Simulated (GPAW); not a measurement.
Write an ASE script for GPAW 26.7.0 that does the following.

| Item | Value |
| --- | --- |
| Task | single point |
| Functional | PBE |
| Potentials or basis | GPAW PAW data sets (gpaw-data 1.2.1) |
| Cutoff | 500 eV |
| Basis | pw |
| k mesh | 7 × 7 × 7 |
| Occupations | fermi-dirac, width 0.05 eV |
| Spin | no spin polarisation |
| Maxiter | 120 |
| Convergence | default |

GaGe:

```
Ge Ga
1.0
     0.00000    2.89784    2.89784
     2.89784    0.00000    2.89784
     2.89784    2.89784    0.00000
Ge Ga
1 1
Direct
  0.00000 0.00000 0.00000
  0.25000 0.25000 0.25000
```

The cell comes from a database or a generator and needn't be the stable form of this composition.

These files were run (other wordings do the same):

run.py

```python
from ase import Atoms
from ase.dft.bandgap import bandgap
from ase.io import write
from ase.units import GPa
from gpaw import GPAW, PW

atoms = Atoms(['Ge', 'Ga'],
              cell=[[0.0, 2.897844, 2.897844],
                    [2.897844, 0.0, 2.897844],
                    [2.897844, 2.897844, 0.0]],
              scaled_positions=[[0.0, 0.0, 0.0],
                                [0.25, 0.25, 0.25]],
              pbc=True)

calc = GPAW(mode=PW(500),
            xc='PBE',
            kpts={'size': (7, 7, 7), 'gamma': True},
            occupations={'name': 'fermi-dirac', 'width': 0.05},
            nbands=11,
            maxiter=120,
            txt='gpaw.txt')
atoms.calc = calc
energy = atoms.get_potential_energy()
forces = atoms.get_forces()
stress = atoms.get_stress()
calc.write('gs.gpw')
write('result.traj', atoms)
print(f'Energy: {energy:.6f} eV')
print('Forces (eV/A):')
print(forces.round(4))
print('Stress (GPa):', (stress / GPa).round(3))
print('Fermi level:', round(calc.get_fermi_level(), 4), 'eV')
print(f'Gap: {bandgap(calc)[0]:.4f} eV, direct: {bandgap(calc, direct=True)[0]:.4f} eV')
```

Potentials or basis: GPAW PAW data sets (gpaw-data 1.2.1), pw.

The run is started by

```sh
$ OMP_NUM_THREADS=1 python run.py
```

It gave:

```json
{
 "Pressure": "0.8 GPa",
 "Band gap on the k mesh": "none (metal or under the smearing width)"
}
```

Caveat: the cutoff is short for stress and forces, so pressures can be off by a GPa or more.

Wall time 6.8 s on 1 thread of Arm Neoverse V1, with other jobs on the host, peak memory 0.13 GiB.
